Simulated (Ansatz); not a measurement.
**CCl2NSn radical: one species, many methods**

The task here is to estimate one member of a computed series from the others.

Computed with Ansatz 0.2.0, Gaussian basis. Level: functionals in def2-TZVPP, the program's frozen cores in correlated methods.

The runs, in order: LDA (SPW92), PBE-D4, revPBE-D4, BLYP-D4, r2SCAN-D4, B97M-V, PBE0-D4, B3LYP-D4, r2SCANh-D4, r2SCAN0-D4, HSE06-D4, BHLYP-D4, CAM-B3LYP-D4, LC-ωPBE, ωB97X-V, ωB97M-V, B2PLYP, PBE-QIDH; CCSD(T)/def2-SVP; CCSD(T)/def2-TZVPP; MP2/def2-QZVPP; extrapolation to the limit; RPA on PBE.

## Structure used throughout

All runs share one geometry, relaxed beforehand with PBE0-D4 in a triple-zeta def2 set. Sn takes the def2 core potential; no spin-orbit term is included.

5 atoms, charge 0, spin multiplicity 2.

Atoms are counted from 1 here; the program's logs count them from 0.

Bond lengths: N1–C2 1.153 Å, C2–Sn3 2.124 Å, Sn3–Cl4 2.318 Å, Sn3–Cl5 2.318 Å. Angles: N1–C2–Sn3 174.0°, C2–Sn3–Cl4 105.7°, C2–Sn3–Cl5 105.7°, Cl4–Sn3–Cl5 108.9°.

Set-up of the first run:

in.yaml reads:

```yaml
crystal:
  periodic: [false, false, false]
  atoms:
    - {symbol: N, position_ang: [-1.958954, 0.146644, -1.555012]}
    - {symbol: C, position_ang: [-1.040087, 0.216285, -0.861256]}
    - {symbol: Sn, position_ang: [0.652498, 0.562142, 0.375197]}
    - {symbol: Cl, position_ang: [0.060403, -0.214748, 2.477482]}
    - {symbol: Cl, position_ang: [2.335940, -0.784024, -0.477811]}
basis:
  gaussian: {orbitals: def2-TZVPP}
magnetization: {spin_polarized: true, initial_magnetization: 1}
hamiltonian: {xc: lda}
output: {orbitals: {seedname: orbitals}}
```

Steps of the session up to this table: LDA; PBE-D4 (GGA); revPBE-D4 (GGA); BLYP-D4 (GGA); r2SCAN-D4 (meta-GGA); B97M-V (meta-GGA); PBE0-D4 (hybrid); B3LYP-D4 (hybrid); r2SCANh-D4 (hybrid); r2SCAN0-D4 (hybrid); HSE06-D4 (hybrid); BHLYP-D4 (hybrid); CAM-B3LYP-D4 (range-separated); LC-ωPBE-D4 (range-separated; the results give it without D4); ωB97X-V (range-separated); ωB97M-V (range-separated); B2PLYP (double hybrid); PBE-QIDH (double hybrid).

One table of the session follows, with a row left open; its other results are not shown here.

It belongs to the step «Orbital energies across the functionals». 

| functional | HOMO (eV) | LUMO (eV) | gap (eV) |
| --- | --- | --- | --- |
| LDA (SPW92) | -6.97 | -6.36 | 0.61 |
| PBE-D4 | -6.84 | -6.00 | 0.84 |
| revPBE-D4 | -6.79 | -5.86 | 0.93 |
| BLYP-D4 | -6.67 | -5.99 | 0.68 |
| r2SCAN-D4 | -7.28 | -5.81 | 1.46 |
| B97M-V | -7.05 | -6.09 | 0.96 |
| PBE0-D4 | -8.03 | -5.24 | 2.79 |
| B3LYP-D4 | -7.78 | -5.60 | 2.19 |
| r2SCANh-D4 | -7.71 | -5.52 | 2.18 |
| r2SCAN0-D4 | -8.35 | -5.08 | 3.27 |
| HSE06-D4 | ? | ? | ? |
| BHLYP-D4 | -9.05 | -4.50 | 4.55 |
| CAM-B3LYP-D4 | -9.28 | -4.40 | 4.88 |
| LC-ωPBE | -10.62 | -3.04 | 7.58 |
| ωB97X-V | -10.16 | -3.40 | 6.76 |
| ωB97M-V | -10.07 | -3.48 | 6.58 |

Q: Estimate the row for HSE06-D4 from the others.

**Answer.** HOMO (eV): -7.65; LUMO (eV): -5.61; gap (eV): 2.03. In the column «HOMO (eV)» it lies between r2SCANh-D4 (-7.71) and r2SCAN-D4 (-7.28).
